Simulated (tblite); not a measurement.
# C2H8N2Si2: the cost of one run

Programs: tblite 0.8.0 and PySCF 2.14.0, with density-fitted response routines of our own. Each step states its level of theory. These are calculated values for one molecule in the gas phase, unless marked as measured. Atoms count from 0, in the outputs and in this text.

**1. The molecule as given**

14 atoms, charge 0, multiplicity 1; geometry from: force field or distance geometry start.

Bonds of the start (Å): N0–C1 1.18, C1–C2 1.45, C2–Si3 1.85, Si3–N4 1.69, N4–Si5 1.69, C2–H6 1.10, C2–H7 1.09, Si3–H8 1.49, Si3–H9 1.48, N4–H10 1.01, Si5–H11 1.48, Si5–H12 1.49, Si5–H13 1.47.

**2. Optimising the geometry with GFN2-xTB**

Job settings and geometry (Å):

```
{"job": {"kind": "relax", "xc": "GFN2-xTB", "basis": "xTB"}, "charge": 0, "multiplicity": 1}
N      3.840700     0.945600     0.180200
C      2.727200     0.856100    -0.185200
C      1.351900     0.743600    -0.626000
Si     0.482700    -0.704600     0.117300
N     -1.105000    -0.955100    -0.420500
Si    -2.194600     0.114000     0.309100
H      0.814800     1.676000    -0.380800
H      1.329700     0.667300    -1.717400
H      0.477000    -0.663700     1.607200
H      1.181800    -1.958500    -0.246900
H     -1.394100    -1.905200    -0.214300
H     -1.754100     1.502900     0.057100
H     -2.248000    -0.186200     1.768100
H     -3.510600    -0.132700    -0.294700
```

Started as:

```
$ OMP_NUM_THREADS=1 python probes_run.py task.json out
```

This one command runs all jobs of the session in turn.

Q: Estimate the wall time and peak memory of this first job on 1 thread of Arm Neoverse N1, shared host.

About 1.3 s, with a peak of 0.18 GiB.
